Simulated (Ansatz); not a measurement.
**Li2Pt: pressure against volume**

The task here is to estimate one member of a computed series from the others.

Method: DFT LDA, scalar-relativistic, in Ansatz 0.2.0.

## Starting point

The structure is hexagonal, space group P6/mmm (No. 191). Conventional cell: a = 4.186 Å, b = 4.186 Å, c = 2.661 Å, α = 90.00°, β = 90.00°, γ = 120.00°. Li (site symmetry -6m2) has 5 Li at 2.42 to 2.66 Å and 6 Pt at 2.76 Å in its first shell of neighbours. Pt (site symmetry 6/mmm) is surrounded by 2 Pt at 2.66 Å and 12 Li at 2.76 Å.

Coordinates:

```cif
data_structure
_symmetry_space_group_name_H-M 'P6/mmm'
_symmetry_Int_Tables_number 191
_cell_length_a 4.1860
_cell_length_b 4.1860
_cell_length_c 2.6610
_cell_angle_alpha 90.000
_cell_angle_beta 90.000
_cell_angle_gamma 120.000
_cell_volume 40.38
loop_
_atom_site_label
_atom_site_type_symbol
_atom_site_symmetry_multiplicity
_atom_site_Wyckoff_symbol
_atom_site_fract_x
_atom_site_fract_y
_atom_site_fract_z
_atom_site_occupancy
Li1 Li 2 d 0.33333 0.66667 0.50000 1
Pt1 Pt 1 a 0.00000 0.00000 0.00000 1
```

The file gives the conventional cell by its symmetry; the runs use the cell typed in the input.

Atoms are numbered in the order of the input: Li1, Li2, Pt3.

Set-up of the first run:

Input file input.yaml:

```yaml
crystal:
  lattice:
    - [4.1005464584, 0.0, 0.0]
    - [-2.0502732292, 3.5511774024, 0.0]
    - [0.0, 0.0, 2.6066786353]
  atoms:
    - { symbol: Li, position: [0.3333333333, 0.6666666667, 0.5] }
    - { symbol: Li, position: [0.6666666667, 0.3333333333, 0.5] }
    - { symbol: Pt, position: [0.0, 0.0, 0.0] }
kpoints:
  mp_grid: { grid: [9, 9, 12] }
  band_path:
    path:
      - [0.0, 0.0, 0.0]
      - [0.5, 0.0, 0.0]
      - [0.3333333333, 0.3333333333, 0.0]
      - [0.0, 0.0, 0.0]
      - [0.0, 0.0, 0.5]
      - [0.5, 0.0, 0.5]
      - [0.3333333333, 0.3333333333, 0.5]
      - [0.0, 0.0, 0.5]
      - [0.5, 0.0, 0.5]
    npoints: 5
scf:
  occupations: { method: fermi_dirac, width: 0.03 }
hamiltonian:
  xc: lda
  pseudopotentials: { kind: all_electron, lapw: { basis_error: 0.001 } }
output:
  forces: true
  stress: true
  eigenvalues: true
```

Started as:

```sh
ansatz run input.yaml --threads 1 --pin off --max-ram 4096MiB --backend cpu --events-out ev --progress --plain --runs-dir out
```

Steps of the session up to this table: Volume × 0.94, LAPW; Volume × 0.94, PAW; Volume × 0.94, crystal datasets; Volume × 0.98, LAPW; Volume × 0.98, PAW; Volume × 0.98, crystal datasets; Volume × 1.01, LAPW; Volume × 1.01, PAW; Volume × 1.01, crystal datasets; Volume × 1.04, LAPW; Volume × 1.04, PAW; Volume × 1.04, crystal datasets.

One table of the session follows, with a row left open; its other results are not shown here.

It belongs to the step «The equation of state». 

| method | volume (Å³/atom) | pressure (GPa) |
| --- | --- | --- |
| LAPW | 12.653 | 0.37 |
| LAPW | 13.191 | -3.00 |
| LAPW | 13.595 | -5.05 |
| LAPW | 13.999 | -6.77 |
| PAW | 12.653 | ? |
| PAW | 13.191 | -3.02 |
| PAW | 13.595 | -5.07 |
| PAW | 13.999 | -6.79 |
| crystal datasets | 12.653 | 0.37 |
| crystal datasets | 13.191 | -3.00 |
| crystal datasets | 13.595 | -5.05 |
| crystal datasets | 13.999 | -6.77 |

Q: Estimate the row for PAW, 12.653 from the others.

**Answer.** pressure (GPa): 0.34. In the column «pressure (GPa)» it lies between crystal datasets, 13.191 (-3.00) and LAPW, 12.653 (0.37).

Limits of these values: Shape and positions are held, so a fully relaxed modulus can be lower. Warnings in the runs' records: gradients without spin orbit, crystal datasets made.
